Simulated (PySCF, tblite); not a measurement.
# C3H7FO2Si: geometry, infrared bands and NMR shifts

Wanted: the infrared bands and NMR shifts of C3H7FO2Si (`O=C(CCF)O[SiH3]`), by calculation.

Programs: tblite 0.8.0 and PySCF 2.14.0, with density-fitted response routines of our own. Each step states its level of theory. These are calculated values for one molecule in the gas phase, unless marked as measured. Atoms count from 0, in the outputs and in this text.

**1. The starting structure**

14 atoms, charge 0, multiplicity 1; geometry from: force field or distance geometry start.

Bonds of the start (Å): O0–C1 1.23, C1–C2 1.51, C2–C3 1.49, C3–F4 1.35, C1–O5 1.35, O5–Si6 1.65, C2–H7 1.10, C2–H8 1.10, C3–H9 1.10, C3–H10 1.10, Si6–H11 1.49, Si6–H12 1.48, Si6–H13 1.49.

**2. Geometry optimisation with GFN2-xTB**

Job settings and geometry (Å):

```
{"job": {"kind": "relax", "xc": "GFN2-xTB", "basis": "xTB"}, "charge": 0, "multiplicity": 1}
O     -0.344000    -1.080400     0.778400
C     -0.164700    -0.153600    -0.013500
C      1.205500     0.297300    -0.459000
C      2.285400    -0.521800     0.168100
F      3.488600    -0.077300    -0.261900
O     -1.121500     0.601700    -0.593900
Si    -2.734100     0.386200    -0.323700
H      1.338400     1.358400    -0.189400
H      1.264200     0.209100    -1.550800
H      2.200400    -1.588200    -0.087800
H      2.274700    -0.446100     1.266000
H     -3.053900     0.602200     1.114100
H     -3.492900     1.383000    -1.108500
H     -3.146800    -0.971000    -0.765100
```

Command:

```
$ OMP_NUM_THREADS=1 python probes_run.py task.json out
```

The driver reads the jobs from task.json and runs them one after another.

**Question.** This job is followed by: GFN2-xTB harmonic vibrations, gas phase; GIAO PBE0/pcSseg-1 NMR shielding, non-relativistic, gas phase. What will the session give for the following? strongest single infrared mode (GFN2-xTB); zero-point energy (GFN2-xTB); ¹³C shifts against TMS (PBE0/pcSseg-1); ¹H shifts against TMS (PBE0/pcSseg-1, means over atoms taken as alike); ¹⁷O shifts against H2O (PBE0/pcSseg-1); ¹⁹F shifts against CFCl3 (PBE0/pcSseg-1); ²⁹Si shifts against TMS (PBE0/pcSseg-1).

As calculated:

| quantity | value |
| --- | --- |
| strongest single infrared mode (GFN2-xTB) | 1767 cm⁻¹, 379 km/mol |
| zero-point energy (GFN2-xTB) | 59.2 kcal/mol |
| ¹³C shifts against TMS (PBE0/pcSseg-1) | 176.9, 82.5, 39.2 ppm |
| ¹H shifts against TMS (PBE0/pcSseg-1, means over atoms taken as alike) | 4.98, 4.83, 2.93 ppm |
| ¹⁷O shifts against H2O (PBE0/pcSseg-1) | 452.4, 186.9 ppm |
| ¹⁹F shifts against CFCl3 (PBE0/pcSseg-1) | -261.1 ppm |
| ²⁹Si shifts against TMS (PBE0/pcSseg-1) | -39.3 ppm |

**Reading.** The optimisation took 28 steps and gained 0.209 eV; among the close pairs (by a distance rule), Si6–H11 changed most, from 1.489 to 1.457 Å. No mode is imaginary among the 36: a minimum at this level. The strongest single mode, at 1767 cm⁻¹, moves mainly C1 and O0. Unscaled tight-binding wavenumbers are off by several per cent, some by more. Its intensities can rank the bands wrongly. H9, H10 (mean) (hydrogen on an sp3 CH2 bonded to F) lies farthest downfield among hydrogen, at 4.98 ppm; its carbon carries F, which withdraws density. At PBE0/pcSseg-1: Shielding is most anisotropic at O0 (span 680 ppm, paramagnetic term -520 ppm).
